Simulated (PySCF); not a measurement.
# singlet CH6AlOSi+: levels of theory compared

Aim: a comparison of 6 runs (B2PLYP/def2-SVP, BLYP/def2-SVP, PBE/def2-SVP, r2SCAN/def2-SVP, revPBE/def2-SVP, wB97X/def2-SVP) of singlet CH6AlOSi+. 

The calculation is run with PySCF 2.14.0.

2 further runs of the same task are left out: 2 set aside as unsound or not needed.

## Step 1: Starting point

The species is CH6AlOSi+ (10 atoms), meant as a singlet with charge +1. SMILES of the parent species: `[CH3][Al][O][SiH3]`. The shape is that of a PBE0-D4/def2-TZVP optimisation. This is one conformer, not always the lowest. That shape belongs to the parent species and isn't relaxed for this state.

Bond lengths: C1–Al2 1.967 Å, Al2–O3 1.696 Å, O3–Si4 1.625 Å, C1–H5 1.095 Å, C1–H6 1.095 Å, C1–H7 1.091 Å, Si4–H8 1.489 Å, Si4–H9 1.487 Å, Si4–H10 1.488 Å. Some angles: C1–Al2–O3 116.4°, Al2–O3–Si4 163.5°, Al2–C1–H5 108.9°, Al2–C1–H6 109.0°, Al2–C1–H7 113.2°, O3–Si4–H8 111.1°, O3–Si4–H9 110.0°, O3–Si4–H10 110.0°, H5–C1–H6 107.8°, H5–C1–H7 108.9°.

## Step 2: The energy at B2PLYP/def2-SVP (run 1)

File job.py:

```python
from pyscf import gto, dft, mp

system = gto.M(
    atom='''
C      0.460715     3.745059    -2.534879
Al     2.053187     0.568052    -1.447719
O      0.366985    -1.248542     0.584114
Si    -0.544052    -3.513757     2.445306
H     -1.324698     3.310422    -3.485600
H      0.027968     4.887021    -0.864928
H      1.643684     4.849037    -3.811389
H      1.297864    -5.640077     2.426030
H     -3.044349    -4.493391     1.615149
H     -0.780457    -2.560579     5.079395
''',
    spin=0,
    basis='def2-svp',
    unit='bohr',
    charge=1,
    max_memory=1860,
    verbose=3,
)

mf = dft.RKS(system)
mf.xc = '0.53*HF + 0.47*B88, 0.73*LYP'
mf.conv_tol = 1e-10
mf.grids.level = 5
mf.kernel()
if not mf.converged:
    mf = mf.newton().run(mf.mo_coeff, mf.mo_occ)

pt = mp.MP2(mf, frozen=12).run()
energy = mf.e_tot + 0.27 * pt.e_corr
print('PT2 part  %.8f' % (0.27 * pt.e_corr))
print(f'total energy: {energy:.8f} hartree')
```

The run is started by

```console
$ OMP_NUM_THREADS=1 python job.py
```

The log of the run:

```text
converged SCF energy = -647.862286923975
E(RMP2) = -648.452567753652  E_corr = -0.590280829676666
E(SCS-RMP2) = -648.456984538077  E_corr = -0.594697614102262
PT2 part  -0.15937582
total energy: -648.02166275 hartree
```

It took 22 s on 1 thread of Intel Xeon at 2.70GHz, shared host; peak memory 0.48 GiB.

## Step 3: The energy at BLYP/def2-SVP (run 2)

File run.py:

```python
from pyscf import gto, dft

molecule = gto.M(
    atom='''
C      0.460715     3.745059    -2.534879
Al     2.053187     0.568052    -1.447719
O      0.366985    -1.248542     0.584114
Si    -0.544052    -3.513757     2.445306
H     -1.324698     3.310422    -3.485600
H      0.027968     4.887021    -0.864928
H      1.643684     4.849037    -3.811389
H      1.297864    -5.640077     2.426030
H     -3.044349    -4.493391     1.615149
H     -0.780457    -2.560579     5.079395
''',
    max_memory=1860,
    unit='bohr',
    verbose=4,
    basis='def2-svp',
    charge=1,
)

mf = dft.RKS(molecule, xc='blyp')
mf.grids.level = 5
mf.conv_tol = 1e-10
mf.kernel()
if not mf.converged:
    mf = mf.newton().run(mf.mo_coeff, mf.mo_occ)

e_final = mf.e_tot
print('E = %.10f Eh' % e_final)
```

The run is started by

```console
$ OMP_NUM_THREADS=1 python run.py
```

The log of the run:

```text
PySCF version 2.14.0

[... 86 lines left out ...]
converged SCF energy = -648.342007002153
E = -648.3420070022 Eh
```

It took 24 s on 1 thread of Intel Xeon at 2.70GHz, shared host; peak memory 0.48 GiB.

Runs 3 to 5 aren't shown in full; the table further down has their settings and results.

## Step 4: The energy at wB97X/def2-SVP (run 6)

File job.py:

```python
from pyscf import gto, dft

mol = gto.M(
    atom='''
C    0.243800   1.981800  -1.341400
Al   1.086500   0.300600  -0.766100
O    0.194200  -0.660700   0.309100
Si  -0.287900  -1.859400   1.294000
H   -0.701000   1.751800  -1.844500
H    0.014800   2.586100  -0.457700
H    0.869800   2.566000  -2.016900
H    0.686800  -2.984600   1.283800
H   -1.611000  -2.377800   0.854700
H   -0.413000  -1.355000   2.687900
''',
    basis='def2-svp',
    max_memory=1860,
    charge=1,
    spin=0,
    verbose=4,
)

myscf = dft.RKS(mol, xc='wb97x')
myscf.grids.level = 5
myscf.conv_tol = 1e-10
myscf.kernel()
if not myscf.converged:
    myscf = myscf.newton().run(myscf.mo_coeff, myscf.mo_occ)

energy = myscf.e_tot
print(f'total energy: {energy:.8f} hartree')
```

The run is started by

```console
$ OMP_NUM_THREADS=1 python job.py
```

The log of the run:

```text
PySCF version 2.14.0

[... 81 lines left out ...]
converged SCF energy = -648.336322333941
total energy: -648.33632233 hartree
```

Wall time 33 s (1 thread of Intel Xeon at 2.70GHz, shared host); peak memory 0.48 GiB.

## Step 5: Overview of the runs

```tsv
run	level	frozen core orbitals	energy (Eh)	HOMO energy (eV)	LUMO energy (eV)	HOMO–LUMO gap (eV)	wall time
1	B2PLYP/def2-SVP	12	-648.021663	-13.97	-8.36	5.62	22 s
2	BLYP/def2-SVP	–	-648.342007	-11.49	-9.95	1.53	24 s
3	PBE/def2-SVP	–	-647.948106	-11.59	-10.02	1.57	24 s
4	r2SCAN/def2-SVP	–	-648.263409	-11.86	-9.93	1.93	41 s
5	revPBE/def2-SVP	–	-648.229749	-11.56	-9.96	1.60	23 s
6	wB97X/def2-SVP	–	-648.336322	-15.20	-7.33	7.86	33 s
```

## Step 6: What came out

| quantity | value |
| --- | --- |
| run 6: total energy | -648.33632 Eh |
| run 6: HOMO energy | -15.20 eV |
| run 6: LUMO energy | -7.33 eV |
| run 6: HOMO–LUMO gap | 7.86 eV |

**Reading.** The HOMO–LUMO gap runs from 1.53 eV (BLYP/def2-SVP) to 7.86 eV (wB97X/def2-SVP). Totals of different functionals can't be ranked against each other. All runs together took 2.8 min, the longest 41 s.
